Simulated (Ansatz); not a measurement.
**C4H10Cl3NSi: how energies converge with the basis set**

One table from this session's results is given with a row withheld; the runs are named, their logs left out.

The runs use Ansatz 0.2.0, Gaussian basis; one geometry, several basis sets.

Plan: PBE0-D4/def2-SVP; ωB97M-V/def2-SVP; PBE0-D4/def2-QZVPP; ωB97M-V/def2-QZVPP; the functionals' def2-TZVPP values are taken from earlier runs.

### Structure used throughout

An earlier PBE0-D4 in a triple-zeta def2 set relaxation fixed the geometry.

SMILES `CC(C)(C)N[Si](Cl)(Cl)Cl`, 19 atoms, charge 0, spin multiplicity 1.

Atoms are counted from 1 here; the program's logs count them from 0.

Bond lengths: C1–C2 1.522 Å, C1–H10 1.093 Å, C1–H11 1.092 Å, C1–H12 1.091 Å, C2–C3 1.527 Å, C2–C4 1.524 Å, C2–N5 1.469 Å, C3–H13 1.092 Å, C3–H14 1.093 Å, C3–H15 1.093 Å, C4–H16 1.092 Å, C4–H17 1.092 Å, C4–H18 1.094 Å, N5–Si6 1.680 Å, N5–H19 1.010 Å, Si6–Cl7 2.046 Å, Si6–Cl8 2.039 Å, Si6–Cl9 2.038 Å. Angles: C2–C1–H10 111.6°, C2–C1–H11 109.6°, C2–C1–H12 111.1°, H10–C1–H11 107.4°, H10–C1–H12 108.5°, H11–C1–H12 108.4°, C1–C2–C3 109.9°, C1–C2–C4 109.6°, C1–C2–N5 109.9°, C3–C2–C4 110.0°, C3–C2–N5 109.8°, C4–C2–N5 107.7°, C2–C3–H13 110.6°, C2–C3–H14 110.6°, C2–C3–H15 110.9°, H13–C3–H14 108.1°, H13–C3–H15 108.5°, H14–C3–H15 108.0° and more.

Set-up of the first run:

in.yaml reads:

```yaml
crystal:
  periodic: [false, false, false]
  atoms:
    - {symbol: C, position_ang: [-0.362245, -1.352477, 0.594855]}
    - {symbol: C, position_ang: [-0.145775, 0.149586, 0.475925]}
    - {symbol: C, position_ang: [1.136683, 0.550264, 1.202230]}
    - {symbol: C, position_ang: [-1.337190, 0.885808, 1.077265]}
    - {symbol: N, position_ang: [-0.054532, 0.530489, -0.939786]}
    - {symbol: Si, position_ang: [0.480407, -0.316392, -2.289039]}
    - {symbol: Cl, position_ang: [2.308978, -1.203022, -2.052909]}
    - {symbol: Cl, position_ang: [-0.774498, -1.808476, -2.887511]}
    - {symbol: Cl, position_ang: [0.610473, 1.049856, -3.795410]}
    - {symbol: H, position_ang: [0.469468, -1.914905, 0.162436]}
    - {symbol: H, position_ang: [-0.431671, -1.630375, 1.648162]}
    - {symbol: H, position_ang: [-1.283515, -1.658040, 0.096403]}
    - {symbol: H, position_ang: [1.998097, 0.033761, 0.774596]}
    - {symbol: H, position_ang: [1.308061, 1.626451, 1.115136]}
    - {symbol: H, position_ang: [1.076192, 0.302048, 2.264933]}
    - {symbol: H, position_ang: [-2.259508, 0.607838, 0.563432]}
    - {symbol: H, position_ang: [-1.442155, 0.646843, 2.137845]}
    - {symbol: H, position_ang: [-1.208638, 1.969027, 0.991337]}
    - {symbol: H, position_ang: [-0.130131, 1.527217, -1.083597]}
basis:
  gaussian: {orbitals: def2-SVP}
hamiltonian: {xc: pbe0, dispersion: d4}
output: {orbitals: {seedname: orbitals}}
```

Run with:

```bash
> ansatz run in.yaml --threads 4 --pin off --events-out ev --progress --plain --max-ram 66560MiB --backend cpu
```

Steps of the session up to this table: PBE0-D4 in def2-SVP; ωB97M-V in def2-SVP; PBE0-D4 in def2-QZVPP; ωB97M-V in def2-QZVPP.

One of the session's tables, all rows but one given; the rest of the session is left out.

It belongs to the step «Density functionals: the series». 

```
functional       basis  HOMO (eV)  LUMO (eV)
   PBE0-D4    def2-SVP      -7.45       0.79
   PBE0-D4  def2-TZVPP      -7.53       0.33
   PBE0-D4  def2-QZVPP          ?          ?
   ωB97M-V    def2-SVP      -9.73       2.68
   ωB97M-V  def2-TZVPP      -9.84       2.02
   ωB97M-V  def2-QZVPP      -9.87       1.37
```

Q: Estimate the row for PBE0-D4, def2-QZVPP from the others.

The run gave: HOMO (eV): -7.56; LUMO (eV): 0.06. In the column «HOMO (eV)» it lies between ωB97M-V, def2-SVP (-9.73) and PBE0-D4, def2-TZVPP (-7.53).
